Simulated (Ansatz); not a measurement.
# ClW: the cost of one run

Program: Ansatz 0.2.0, Gaussian basis. Level of theory: def2-QZVPP, core rule «outside noble gas», up to 9 orbitals frozen. These are calculated values, not measurements.

Plan: UHF; ROHF; CCSD(T) on UHF.

**1. The system**

The geometry is a PBE0/def2-TZVP stationary point (not a proven minimum). No spin-orbit coupling is included. Elements past krypton take def2 core potentials.

2 atoms, charge 0, spin multiplicity 4.

Atoms are counted from 1 here; the program's logs count them from 0.

Bond lengths: W1–Cl2 2.233 Å.

**2. UHF**

in.yaml reads:

```yaml
crystal:
  periodic: [false, false, false]
  atoms:
    - {symbol: W, position_ang: [0.000000, 0.000000, 0.000000]}
    - {symbol: Cl, position_ang: [0.000000, 0.000000, 2.233000]}
basis:
  gaussian: {orbitals: "def2-QZVPP.json"}
magnetization: {spin_polarized: true, initial_magnetization: 3}
hamiltonian: {xc: hf}
output: {orbitals: {seedname: orbitals}}
```

Started as:

```
ansatz run in.yaml --threads 1 --pin off --events-out ev --progress --plain --max-ram 2560MiB --backend cpu
```

What time and memory should one allow on 1 thread of AMD EPYC 7R13, shared host?

About 41 s, with a peak of 0.43 GiB.
